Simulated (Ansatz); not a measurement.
## HPbNO4 under changes of volume

One of the cells (14.059 Å³/atom); the others are scaled copies at fixed shape and fractional positions:

```xyz
7
Lattice="3.8571 0.0018 -0.0366 0.1735 4.3344 -0.0165 0.7580 0.8387 5.8766" Properties=species:S:1:pos:R:3 pbc="T T T"
H     2.6784    4.0493    1.1289
Pb    3.2640    2.7055    5.3570
N     3.1776    1.4531    2.9117
O     1.3252    2.6900    4.5562
O     2.9731    4.6255    2.8902
O     2.3661    4.0462    0.1903
O     3.3249    2.1006    1.8421
```

The cell was built by a generator and needn't be a form met in nature.

- Program: Ansatz 0.2.0
- Functional: PBE
- Potentials or basis: all-electron LAPW, scalar-relativistic
- Cutoff: 727 eV (chosen from the basis error)
- Basis error allowed: 0.003 eV/atom
- k mesh: 5 × 4 × 4
- Occupations: fermi-dirac, width 0.05 eV
- Spin: no spin polarisation

| volume (Å³/atom) | energy over the lowest point (meV/atom) | pressure (GPa) | gap on the mesh (eV) | largest force (eV/Å) |
| --- | --- | --- | --- | --- |
| 13.215 | ? | ? | ? | ? |
| 13.496 | 6.89 | 4.1 | 0.30 | 1.257 |
| 13.778 | 1.62 | 1.9 | 0.28 | 0.592 |
| 14.059 | 0.00 | 0.0 | 0.26 | 0.080 |
| 14.340 | 1.65 | -1.8 | 0.25 | 0.600 |
| 14.621 | 6.22 | -3.4 | 0.23 | 1.131 |
| 14.902 | 13.40 | -4.8 | 0.22 | 1.624 |

Question: What does the run at 13.215 Å³/atom give?

Answer: Energy over the lowest point 16.25 meV/atom; pressure 6.6 GPa; gap on the mesh 0.33 eV; largest force 1.975 eV/Å.

Worked out: A Birch-Murnaghan fit of order 3 (a polynomial in V^(-2/3)) to the other rows has its minimum at 14.05 Å³/atom with B0 = V·E''(V) = 93 GPa and B' = 4.5 at fixed shape and positions, which overstates the stiffness. It gives 16.22 meV/atom at 13.215 Å³/atom, against the run's 16.25, and -dE/dV = 6.6 GPa, against 6.6. A straight line through the other rows of the gap, of slope -0.808 eV per unit of ln V, extrapolates to 0.31 eV, against the run's 0.33.

Energies are extrapolated to zero smearing.

Caveats: spin-orbit coupling is left out, which as a rule narrows the gap of such compounds by several tenths of an eV; an odd mesh through Γ misses points on the zone boundary, where band edges often lie; forces of over 1 eV/Å show positions far from the minimum, so gaps and moduli don't describe the material at rest (some runs).
